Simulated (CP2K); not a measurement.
**C2F5 (pentafluoroethyl) at PM3**

Aim: the vertical ionisation energy of C2F5 (pentafluoroethyl) at PM3, from 2 runs. 

The calculation is run with CP2K 2026.2.

2 further runs of the same task are left out: 1 that didn't finish, 1 set aside as unsound or not needed.

## (1) The system as given

C2F5 has 7 atoms, charge 0, and is taken as a doublet. As SMILES, `F[C](F)C(F)(F)F`. Geometry: relaxed at PBE0-D4/def2-TZVP.

Bond lengths: F1–C2 1.312 Å, C2–F3 1.312 Å, C2–C4 1.514 Å, C4–F5 1.327 Å, C4–F6 1.327 Å, C4–F7 1.338 Å. Angles: F1–C2–F3 112.2°, F1–C2–C4 114.4°, F3–C2–C4 114.4°, C2–C4–F5 109.8°, C2–C4–F6 109.7°, C2–C4–F7 111.6°, F5–C4–F6 109.4°, F5–C4–F7 108.1°, F6–C4–F7 108.1°.

## (2) The energy at PM3

The input, molecule.inp:

```
&GLOBAL
 PROJECT_NAME molecule
 RUN_TYPE ENERGY
 PRINT_LEVEL MEDIUM
&END GLOBAL

&FORCE_EVAL
 METHOD QUICKSTEP
 &DFT
  MULTIPLICITY 2
  LSD T
  &QS
   METHOD PM3
   EPS_DEFAULT 1.0E-10
   &SE
    &COULOMB
     CUTOFF [angstrom] 50
     RC_RANGE [angstrom] 0
    &END COULOMB
    &EXCHANGE
     CUTOFF [angstrom] 50
     RC_RANGE [angstrom] 0
    &END EXCHANGE
   &END SE
  &END QS
  ! cluster boundary conditions
  &POISSON
   PERIODIC NONE
   POISSON_SOLVER ANALYTIC
  &END POISSON
  ! self-consistent field
  &SCF
   SCF_GUESS ATOMIC
   EPS_SCF 1.0E-07
   MAX_SCF 150
   ADDED_MOS 8
   &DIAGONALIZATION
    ALGORITHM STANDARD
   &END DIAGONALIZATION
   &MIXING
    METHOD DIRECT_P_MIXING
    ALPHA 0.4
   &END MIXING
  &END SCF
  ! extra output
  &PRINT
   &MOMENTS
    PERIODIC F
    REFERENCE COM
    MAX_MOMENT 1
   &END MOMENTS
   &MO ON
    ENERGIES T
    OCCUPATION_NUMBERS T
    NDIGITS 6
    &EACH
     QS_SCF 0
    &END EACH
    ADD_LAST NUMERIC
   &END MO
   &HIRSHFELD OFF
   &END HIRSHFELD
  &END PRINT
 &END DFT
 &SUBSYS
  ! box in angstrom
  &CELL
   ABC 13 13 12.5
   PERIODIC NONE
  &END CELL
  &COORD
   F      1.561030    -0.846020     0.512950
   C      0.322010    -0.468420     0.723150
   F     -0.464130    -1.481230     1.002660
   C     -0.228340     0.480800    -0.320510
   F      0.577960     1.527090    -0.444820
   F     -1.434800     0.896110     0.043240
   F     -0.333720    -0.108340    -1.516660
  &END COORD
  &TOPOLOGY
   &CENTER_COORDINATES
   &END CENTER_COORDINATES
  &END TOPOLOGY
 &END SUBSYS
&END FORCE_EVAL
```

Run with:

```console
$ OMP_NUM_THREADS=1 cp2k.psmp molecule.inp > molecule.out
```

Output:

```text
CP2K| version string:                                       CP2K version 2026.2
[...]
 GLOBAL| Method name                                                        CP2K
[...]
 GLOBAL| Run type                                                         ENERGY
[...]
 *** WARNING in qs_environment.F:2191 :: More ADDED_MOs requested for beta ***
 *** spin than available.                                                  ***
 *** WARNING in qs_environment.F:2210 :: More added MOs requested than     ***
 *** available. The full set of unoccupied MOs will be used. Use           ***
 *** 'ADDED_MOS -1' to always use all available MOs and to get rid of this ***
[...]
                             - Atoms:                                          7
[...]
                             - Spherical basis functions:                     28
[...]
 Number of electrons:                                                         22
[...]
     1 P_Mix/Diag. 0.40E+00    0.0     0.37053172       -83.9679691030 -8.40E+01
[...]
    19 DIIS/Diag.  0.51E-07    0.0     0.00000006       -89.6244737071 -3.27E-13
  *** SCF run converged in    19 steps ***
  Core-core repulsion energy [eV]:                           4370.78149662182932
  Core Hamiltonian energy [eV]:                             -4194.36827337206614
  Two-electron integral energy [eV]:                        -5230.43836047248442
  Electronic energy [eV]:                                   -6809.58745360830835
  Total energy [eV]:                                        -2438.80595698647858
  Atomic reference energy [eV]:                              2428.96240069358191
  Heat of formation [kcal/mol]:                              -226.99781871333138
[...]
 SE_DIPOLE| Moment [Debye]         -0.12098885       0.14733118      -0.30667641
 SE_DIPOLE| Derivative [a.u.]       0.00000000       0.00000000       0.00000000
 ENERGY| Total FORCE_EVAL ( QS ) energy [hartree]            -89.624473707127322
[...]
```

Run time: 1.6 s. Hardware: 1 thread of Intel Xeon at 2.50GHz (Skylake/Cascade Lake), shared host; peak memory 0.18 GiB.

## (3) The singlet cation

The input, qs.inp:

```
&GLOBAL
    PROJECT qs
    RUN_TYPE ENERGY
    PRINT_LEVEL MEDIUM
&END GLOBAL
&FORCE_EVAL
    METHOD Quickstep
    &DFT
        CHARGE 1
        # Quickstep
        &QS
            METHOD PM3
            EPS_DEFAULT 1.0E-10
            &SE
                &COULOMB
                    CUTOFF [angstrom] 50
                    RC_RANGE [angstrom] 0
                &END COULOMB
                &EXCHANGE
                    CUTOFF [angstrom] 50
                    RC_RANGE [angstrom] 0
                &END EXCHANGE
            &END SE
        &END QS
        &POISSON
            PERIODIC NONE
            POISSON_SOLVER ANALYTIC
        &END POISSON
        # SCF settings
        &SCF
            SCF_GUESS ATOMIC
            EPS_SCF 1.0E-07
            MAX_SCF 150
            ADDED_MOS 8
            &DIAGONALIZATION
                ALGORITHM STANDARD
            &END DIAGONALIZATION
            &MIXING
                METHOD DIRECT_P_MIXING
                ALPHA 0.4
            &END MIXING
        &END SCF
        &PRINT
            &MOMENTS
                PERIODIC F
                REFERENCE COM
                MAX_MOMENT 1
            &END MOMENTS
            &MO ON
                ENERGIES T
                OCCUPATION_NUMBERS T
                NDIGITS 6
                &EACH
                    QS_SCF 0
                &END EACH
                ADD_LAST NUMERIC
            &END MO
            &HIRSHFELD OFF
            &END HIRSHFELD
        &END PRINT
    &END DFT
    &SUBSYS
        # box in angstrom
        &CELL
            ABC 13 13 12.5
            PERIODIC NONE
        &END CELL
        &COORD
            F      1.561030    -0.846020     0.512950
            C      0.322010    -0.468420     0.723150
            F     -0.464130    -1.481230     1.002660
            C     -0.228340     0.480800    -0.320510
            F      0.577960     1.527090    -0.444820
            F     -1.434800     0.896110     0.043240
            F     -0.333720    -0.108340    -1.516660
        &END COORD
        &TOPOLOGY
            &CENTER_COORDINATES
            &END CENTER_COORDINATES
        &END TOPOLOGY
    &END SUBSYS
&END FORCE_EVAL
```

Run with:

```console
$ OMP_NUM_THREADS=1 cp2k.psmp qs.inp > qs.out
```

Output:

```text
CP2K| version string:                                       CP2K version 2026.2
[...]
 GLOBAL| Method name                                                        CP2K
[...]
 GLOBAL| Run type                                                         ENERGY
[...]
 *** WARNING in qs_environment.F:2210 :: More added MOs requested than     ***
 *** available. The full set of unoccupied MOs will be used. Use           ***
 *** 'ADDED_MOS -1' to always use all available MOs and to get rid of this ***
[...]
                             - Atoms:                                          7
[...]
                             - Spherical basis functions:                     28
[...]
 Number of electrons:                                                         42
[...]
     1 P_Mix/Diag. 0.40E+00    0.0     0.69398179       -83.3182240266 -8.33E+01
[...]
    19 DIIS/Diag.  0.10E-06    0.0     0.00000009       -89.2045592882 -2.84E-14
  *** SCF run converged in    19 steps ***
  Core-core repulsion energy [eV]:                           4370.78149662182932
  Core Hamiltonian energy [eV]:                             -4129.46725109540694
  Two-electron integral energy [eV]:                        -5337.38750014247307
  Electronic energy [eV]:                                   -6798.16100116664347
  Total energy [eV]:                                        -2427.37950454481370
  Atomic reference energy [eV]:                              2428.96240069358191
  Heat of formation [kcal/mol]:                                36.50245524367445
[...]
 SE_DIPOLE| Moment [Debye]         -1.52873812       2.14432932      -3.53449244
 SE_DIPOLE| Derivative [a.u.]       0.00000000       0.00000000       0.00000000
 ENERGY| Total FORCE_EVAL ( QS ) energy [hartree]            -89.204559288151103
[...]
```

Run time: 1.5 s. Hardware: 1 thread of Intel Xeon at 2.50GHz (Skylake/Cascade Lake), shared host; peak memory 0.19 GiB.

## (4) Summary of results

At PM3:

```
                                          quantity            value
                        doublet C2F5: total energy     -89.62447 Eh
                       doublet C2F5: dipole moment           0.36 D
  doublet C2F5: HOMO energy (highest over α and β)        -11.73 eV
   doublet C2F5: LUMO energy (lowest over α and β)         -1.65 eV
                   doublet C2F5: heat of formation  -227.0 kcal/mol
                      singlet cation: total energy     -89.20456 Eh
                       singlet cation: HOMO energy        -21.31 eV
                       singlet cation: LUMO energy        -11.05 eV
                     singlet cation: HOMO–LUMO gap         10.26 eV
                 singlet cation: heat of formation    36.5 kcal/mol
vertical ionisation energy (to the singlet cation)        11.426 eV
```

Removing an electron at fixed nuclei costs 11.43 eV (1102 kJ/mol). Only the singlet of the ionised species was computed; a triplet could lie lower.
